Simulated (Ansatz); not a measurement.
# F2H2SeSi2: basis-set convergence

An exercise on one series of results from a longer session: the logs are not shown, and one member is left open.

Program: Ansatz 0.2.0, Gaussian basis. Level of theory: one geometry, several basis sets. These are calculated values, not measurements.

Levels to be run: PBE0-D4/def2-SVP; ωB97M-V/def2-SVP; PBE0-D4/def2-QZVPP; ωB97M-V/def2-QZVPP; the functionals' def2-TZVPP values are taken from earlier runs.

**The relaxed structure**

An earlier PBE0-D4 in a triple-zeta def2 set relaxation fixed the geometry.

7 atoms, charge 0, spin multiplicity 1.

Atoms are counted from 1 here; the program's logs count them from 0.

Bond lengths: F1–Si2 1.594 Å, Si2–Se3 2.280 Å, Si2–Si4 2.243 Å, Si2–H6 1.477 Å, Se3–Si4 2.280 Å, Si4–F5 1.594 Å, Si4–H7 1.477 Å. Angles: F1–Si2–Se3 116.2°, F1–Si2–Si4 120.7°, F1–Si2–H6 106.7°, Se3–Si2–Si4 60.5°, Se3–Si2–H6 116.1°, Si4–Si2–H6 128.5°, Si2–Se3–Si4 58.9°, Si2–Si4–Se3 60.5°, Si2–Si4–F5 120.7°, Si2–Si4–H7 128.5°, Se3–Si4–F5 116.2°, Se3–Si4–H7 116.1°, F5–Si4–H7 106.7°.

Geometry (Å):

```tsv
atom	x (Å)	y (Å)	z (Å)
F1	-0.46840	-2.03331	-1.12704
Si2	-0.82500	-0.69821	-0.33173
Se3	-0.25521	1.26196	-1.34803
Si4	0.79643	0.57322	0.55448
F5	2.32879	0.15999	0.40184
H6	-2.23302	-0.82272	0.09603
H7	0.71771	1.49107	1.70875
```

Set-up of the first run:

Contents of in.yaml:

```yaml
crystal:
  periodic: [false, false, false]
  atoms:
    - {symbol: F, position_ang: [-0.468396, -2.033313, -1.127039]}
    - {symbol: Si, position_ang: [-0.825005, -0.698210, -0.331729]}
    - {symbol: Se, position_ang: [-0.255210, 1.261963, -1.348028]}
    - {symbol: Si, position_ang: [0.796432, 0.573216, 0.554477]}
    - {symbol: F, position_ang: [2.328792, 0.159992, 0.401843]}
    - {symbol: H, position_ang: [-2.233021, -0.822717, 0.096031]}
    - {symbol: H, position_ang: [0.717708, 1.491071, 1.708746]}
basis:
  gaussian: {orbitals: def2-SVP}
hamiltonian: {xc: pbe0, dispersion: d4}
output: {orbitals: {seedname: orbitals}}
```

Among the steps run: PBE0-D4 in def2-SVP; ωB97M-V in def2-SVP; PBE0-D4 in def2-QZVPP; ωB97M-V in def2-QZVPP.

One table of the session follows, with a row left open; its other results are not shown here.

It belongs to the step «Functionals by basis». 

| functional | basis | HOMO (eV) |
| --- | --- | --- |
| PBE0-D4 | def2-SVP | -7.52 |
| PBE0-D4 | def2-TZVPP | -7.51 |
| PBE0-D4 | def2-QZVPP | -7.52 |
| ωB97M-V | def2-SVP | ? |
| ωB97M-V | def2-TZVPP | -9.45 |
| ωB97M-V | def2-QZVPP | -9.47 |

**Question.** Estimate the row for ωB97M-V, def2-SVP.

**Answer.** HOMO (eV): -9.43. In the column «HOMO (eV)» it lies between ωB97M-V, def2-TZVPP (-9.45) and PBE0-D4, def2-SVP (-7.52).
